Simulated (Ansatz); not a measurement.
**C₄H₁₀BCl: small, medium and large basis sets**

How large a basis does C₄H₁₀BCl need? Two functionals are run in growing sets.

Program: Ansatz 0.2.0, Gaussian basis. Level of theory: one geometry, several basis sets. These are calculated values, not measurements.

Levels to be run: PBE0-D4/def2-SVP; ωB97M-V/def2-SVP; PBE0-D4/def2-QZVPP; ωB97M-V/def2-QZVPP; the functionals' def2-TZVPP values are taken from earlier runs.

**1. The relaxed structure**

An earlier PBE0-D4 in a triple-zeta def2 set relaxation fixed the geometry.

16 atoms, charge 0, spin multiplicity 1.

Atoms are counted from 1 here; the program's logs count them from 0.

Bond lengths: C1–C2 1.521 Å, C1–H7 1.093 Å, C1–H8 1.092 Å, C1–H9 1.092 Å, C2–B3 1.563 Å, C2–H10 1.098 Å, C2–H11 1.103 Å, B3–Cl4 1.769 Å, B3–C5 1.563 Å, C5–C6 1.521 Å, C5–H12 1.098 Å, C5–H13 1.103 Å, C6–H14 1.091 Å, C6–H15 1.093 Å, C6–H16 1.092 Å. Angles: C2–C1–H7 111.2°, C2–C1–H8 111.3°, C2–C1–H9 111.5°, H7–C1–H8 107.0°, H7–C1–H9 107.7°, H8–C1–H9 107.9°, C1–C2–B3 119.0°, C1–C2–H10 111.0°, C1–C2–H11 109.8°, B3–C2–H10 108.2°, B3–C2–H11 104.0°, H10–C2–H11 103.6°, C2–B3–Cl4 119.1°, C2–B3–C5 121.7°, Cl4–B3–C5 119.2°, B3–C5–C6 119.0°, B3–C5–H12 108.3°, B3–C5–H13 104.0° and more.

**2. PBE0-D4 in def2-SVP**

The input, in.yaml:

```yaml
crystal:
  periodic: [false, false, false]
  atoms:
    - {symbol: C, position_ang: [0.319151, -2.522810, -0.810215]}
    - {symbol: C, position_ang: [0.795680, -1.180397, -0.276116]}
    - {symbol: B, position_ang: [-0.261237, -0.072753, 0.038219]}
    - {symbol: Cl, position_ang: [-1.953194, -0.535812, 0.263120]}
    - {symbol: C, position_ang: [0.138267, 1.433328, 0.158430]}
    - {symbol: C, position_ang: [-0.800636, 2.389691, 0.878254]}
    - {symbol: H, position_ang: [-0.183885, -2.408752, -1.773377]}
    - {symbol: H, position_ang: [-0.395364, -2.988803, -0.129266]}
    - {symbol: H, position_ang: [1.151300, -3.216348, -0.950588]}
    - {symbol: H, position_ang: [1.563696, -0.746942, -0.929568]}
    - {symbol: H, position_ang: [1.323203, -1.326112, 0.681446]}
    - {symbol: H, position_ang: [1.151861, 1.487865, 0.575942]}
    - {symbol: H, position_ang: [0.271681, 1.758106, -0.887199]}
    - {symbol: H, position_ang: [-1.792813, 2.387737, 0.423365]}
    - {symbol: H, position_ang: [-0.927792, 2.105065, 1.925425]}
    - {symbol: H, position_ang: [-0.422718, 3.414335, 0.856428]}
basis:
  gaussian: {orbitals: def2-SVP}
hamiltonian: {xc: pbe0, dispersion: d4}
output: {orbitals: {seedname: orbitals}}
```

The run is started by

```console
$ ansatz run in.yaml --threads 4 --pin off --events-out ev --progress --plain --max-ram 11315MiB
```

After this run come: ωB97M-V in def2-SVP; PBE0-D4 in def2-QZVPP; ωB97M-V in def2-QZVPP.

Q: Predict the results of all the runs planned. Wanted: PBE0-D4: double and triple zeta above quadruple; ωB97M-V: double and triple zeta above quadruple.

The runs gave:

```
                                       quantity           value
PBE0-D4: double and triple zeta above quadruple  10.22, 0.65 eV
ωB97M-V: double and triple zeta above quadruple  10.50, 0.63 eV
```

**Reading.** For PBE0-D4 the step from double to triple zeta gains 9.57 eV and the next only 0.65 eV. These are total energies; as a rule much of such shifts cancels in differences, which this series doesn't test.
